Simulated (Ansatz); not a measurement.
# SrZnGaC6N6: the cost of one run

Program: Ansatz 0.2.0. Level of theory: DFT PBE, scalar-relativistic, plane waves, PAW. These are calculated values, not measurements.

### 1 Starting point

It takes space group F-43m (No. 216, cubic). Conventional cell: a = 10.144 Å, b = 10.144 Å, c = 10.144 Å, α = 90.00°, β = 90.00°, γ = 90.00°. Around Sr (site symmetry -43m) lie 12 N at 3.63 Å and 12 C at 3.64 Å. Zn (site symmetry -43m) has 6 C at 1.92 Å in its first shell of neighbours. Ga (site symmetry -43m) has 6 N at 1.99 Å in its first shell of neighbours. C (site symmetry 2mm) has 1 N at 1.17 Å and 1 Zn at 1.92 Å in its first shell of neighbours. N (site symmetry 2mm) is surrounded by 1 C at 1.17 Å and 1 Ga at 1.99 Å.

As a file:

```
Sr Zn Ga C N
1.0
     0.00000    5.07200    5.07200
     5.07200    0.00000    5.07200
     5.07200    5.07200    0.00000
Sr Zn Ga C N
1 1 1 6 6
Direct
  0.75000 0.75000 0.75000
  0.00000 0.00000 0.00000
  0.50000 0.50000 0.50000
  0.81102 0.18898 0.18898
  0.18898 0.18898 0.81102
  0.81102 0.18898 0.81102
  0.18898 0.81102 0.81102
  0.81102 0.81102 0.18898
  0.18898 0.81102 0.18898
  0.69568 0.30432 0.30432
  0.30432 0.30432 0.69568
  0.69568 0.30432 0.69568
  0.30432 0.69568 0.69568
  0.69568 0.69568 0.30432
  0.30432 0.69568 0.30432
```

Recipe of the guess: cyanide-bridged rock-salt net of two metals, 1 guest cations a cell (F-43m, No. 216). Its size is a rough estimate.

### 2 The guess as it stands, on a coarse mesh

input.yaml

```yaml
crystal:
  lattice:
    - [0.0, 5.072, 5.072]
    - [5.072, 0.0, 5.072]
    - [5.072, 5.072, 0.0]
  atoms:
    - { symbol: Sr, position: [0.75, 0.75, 0.75] }
    - { symbol: Zn, position: [0.0, 0.0, 0.0] }
    - { symbol: Ga, position: [0.5, 0.5, 0.5] }
    - { symbol: C, position: [0.81102129, 0.18897871, 0.18897871] }
    - { symbol: C, position: [0.18897871, 0.18897871, 0.81102129] }
    - { symbol: C, position: [0.81102129, 0.18897871, 0.81102129] }
    - { symbol: C, position: [0.18897871, 0.81102129, 0.81102129] }
    - { symbol: C, position: [0.81102129, 0.81102129, 0.18897871] }
    - { symbol: C, position: [0.18897871, 0.81102129, 0.18897871] }
    - { symbol: "N", position: [0.69568218, 0.30431782, 0.30431782] }
    - { symbol: "N", position: [0.30431782, 0.30431782, 0.69568218] }
    - { symbol: "N", position: [0.69568218, 0.30431782, 0.69568218] }
    - { symbol: "N", position: [0.30431782, 0.69568218, 0.69568218] }
    - { symbol: "N", position: [0.69568218, 0.69568218, 0.30431782] }
    - { symbol: "N", position: [0.30431782, 0.69568218, 0.30431782] }
basis:
  ecutwfc: 420
kpoints:
  mp_grid: { grid: [4, 4, 4] }
hamiltonian:
  xc: pbe
scf:
  occupations: { method: gaussian, width: 0.1 }
  lower_state_search: "off"
output:
  forces: true
  stress: true
  eigenvalues: true
```

On the command line:

```console
$ ansatz run input.yaml --threads 1 --pin off --max-ram 2560MiB --backend cpu --events-out ev --progress --plain --runs-dir out
```

What time and memory should one allow on 1 thread of Arm Neoverse N1, shared host?

About 23 s, with a peak of 0.49 GiB.
